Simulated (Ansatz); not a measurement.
# CuN: the cost of one run

Computed with Ansatz 0.2.0, Gaussian basis. Level: def2-TZVPP, core rule «outside noble gas», up to 10 orbitals frozen.

To be run: UHF; ROHF; CCSD(T) on UHF.

2 further runs of the same task are left out: 2 set aside as unsound or not needed.

## Step 1: What is computed

The geometry is a PBE0/def2-TZVP stationary point (not a proven minimum) of the parent state, kept for this charge and spin.

2 atoms, charge 0, spin multiplicity 5.

Atoms are counted from 1 here; the program's logs count them from 0.

Bond lengths: Cu1–N2 1.810 Å.

Geometry (Å):

```xyz
2
CuN
Cu    0.0000    0.0000    0.0000
N     0.0000    0.0000    1.8102
```

## Step 2: UHF

The input, in.yaml:

```yaml
crystal:
  periodic: [false, false, false]
  atoms:
    - {symbol: Cu, position_ang: [0.000000, 0.000000, 0.000000]}
    - {symbol: N, position_ang: [0.000000, 0.000000, 1.810200]}
basis:
  gaussian: {orbitals: def2-TZVPP}
magnetization: {spin_polarized: true, initial_magnetization: 4}
hamiltonian: {xc: hf}
output: {orbitals: {seedname: orbitals}}
```

Started as:

```sh
$ ansatz run in.yaml --threads 1 --pin off --events-out ev --progress --plain --max-ram 4096MiB --backend cpu
```

What time and memory should one allow on 1 thread of AMD EPYC 7R13, shared host?

About 9.5 s, with a peak of 0.27 GiB.
